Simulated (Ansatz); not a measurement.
**Mo₂+ (doublet): the correlation ladder, def2-QZVPP**

The task here is to estimate one member of a computed series from the others.

Program: Ansatz 0.2.0, Gaussian basis. Level of theory: def2-QZVPP, core rule «outside noble gas», up to 8 orbitals frozen. These are calculated values, not measurements.

Plan: UHF; ROHF; CCSD(T) on UHF.

2 further runs of the same task are left out: 2 set aside as unsound or not needed. Runs told in other sessions of the task aren't counted.

## The system

The geometry is a PBE0/def2-TZVP stationary point (not a proven minimum) of the parent state, kept for this charge and spin. No spin-orbit coupling is included. Elements past krypton take def2 core potentials.

2 atoms, charge 1, spin multiplicity 2.

Atoms are counted from 1 here; the program's logs count them from 0.

Bond lengths: Mo1–Mo2 1.887 Å.

Set-up of the first run:

in.yaml

```yaml
crystal:
  periodic: [false, false, false]
  atoms:
    - {symbol: Mo, position_ang: [0.000000, 0.000000, 0.000000]}
    - {symbol: Mo, position_ang: [0.000000, 0.000000, 1.887200]}
basis:
  gaussian: {orbitals: "def2-QZVPP.json"}
total_charge: 1
magnetization: {spin_polarized: true, initial_magnetization: 1}
hamiltonian: {xc: hf}
output: {orbitals: {seedname: orbitals}}
```

The run is started by

```bash
$ ansatz run in.yaml --threads 1 --pin off --events-out ev --progress --plain --max-ram 4096MiB --backend cpu
```

Steps of the session up to this table: UHF; ROHF; CCSD(T) on UHF.

One of the session's tables, all rows but one given; the rest of the session is left out.

| method | from UCCSD(T) (meV) |
| --- | --- |
| ROHF | +14076.2 |
| UHF | ? |
| UMP2 | +2009.1 |
| UCCSD | +900.6 |
| UCCSD(T) | 0 |

Q: Estimate the row for UHF from the others.

**Answer.** from UCCSD(T) (meV): +10640.2. In the column «from UCCSD(T) (meV)» it lies between UMP2 (+2009.1) and ROHF (+14076.2).

The program flags UCCSD(T) as in doubt (see the logs), so the zero of the table is itself unsure.

Limits of these values: The determinant of HF (⟨S²⟩ 3.62) is far from a pure spin state, so its energy mixes those of several spin states; that is harmless only where they are near-degenerate. The determinant of CCSD(T) (⟨S²⟩ 3.62) is far from a pure spin state, so its energy mixes those of several spin states; high orders of coupled cluster remove much of that, low ones don't. The program flags UCCSD(T) as in doubt, so the zero of the table is itself unsure.
